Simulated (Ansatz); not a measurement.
Write a Python script for Ansatz 0.2.0 through its Python package that makes a single point from an input written key by key of ClGa. Use: r2SCAN, def2-SVP basis, multiplicity 1.

```
atom   x (Å)   y (Å)   z (Å)
  Ga  0.0000  0.0000  0.0000
  Cl  0.0000  0.0000  2.1750
```

`clga.py`
```python
import ansatz
import numpy as np

DECK = """
crystal:
  periodic: [false, false, false]
  atoms:
    - { symbol: Ga, position_ang: [0.0, 0.0, 0.0] }
    - { symbol: Cl, position_ang: [0.0, 0.0, 2.175] }
basis:
  gaussian: { orbitals: def2-SVP }
hamiltonian:
  xc: r2scan
output:
  forces: true
"""

session = ansatz.Session.from_yaml(DECK)
r = session.plan(threads=1).execute().report

for key in ("converged", "free_energy_ev", "reference_energy_ev", "n_frozen", "n_occupied", "n_virtual"):
    print(f"{key:22s} {r[key]}")
symbols = ["Ga", "Cl"]
field = r["mean_field"]
print("<S^2> =", round(abs(field["state"]["spin_squared"]), 4), " all-electron relativity setting:", field["relativity"])
print("passes:", field["passes"])
if "symmetry" in field:
    print("occupied orbitals by irrep:", field["symmetry"]["occupied"])

print("forces (eV/A)")
for symbol, f in zip(symbols, r["forces_ev_ang"]):
    print(f"  {symbol:2s} {f[0]:9.4f} {f[1]:9.4f} {f[2]:9.4f}")
charges = r["charge_distribution"]
print("dipole moment", round(4.803205 * float(np.linalg.norm(charges["dipole_moment_e_ang"])), 3), "D")
print("Mulliken:", [(s, round(q, 3)) for s, q in zip(symbols, charges["mulliken_charges_e"])])
```

```console
$ python clga.py
converged              True
free_energy_ev         -64890.66596303644
reference_energy_ev    -64890.66596303644
n_frozen               0
n_occupied             [24, 24]
n_virtual              [26, 26]
<S^2> = 0.0  all-electron relativity setting: none
passes: {'evaluations': 14, 'products': 11}
occupied orbitals by irrep: [{'A1': 13, 'A2': 1, 'B1': 5, 'B2': 5}, {'A1': 13, 'A2': 1, 'B1': 5, 'B2': 5}]
forces (eV/A)
  Ga    0.0000    0.0000   -0.5074
  Cl   -0.0000    0.0000    0.5074
dipole moment 1.66 D
Mulliken: [('Ga', 0.302), ('Cl', -0.302)]
```

Total energies depend on the basis set; only differences at equal settings carry meaning. The geometry is a force-field or estimated start, not a minimum of this method, and the basis set is short of its limit. The spin state was assumed, and another may lie lower. Run time: 2.1 s on 1 thread of Arm Neoverse V1 (shared host), peak memory 0.16 GiB.
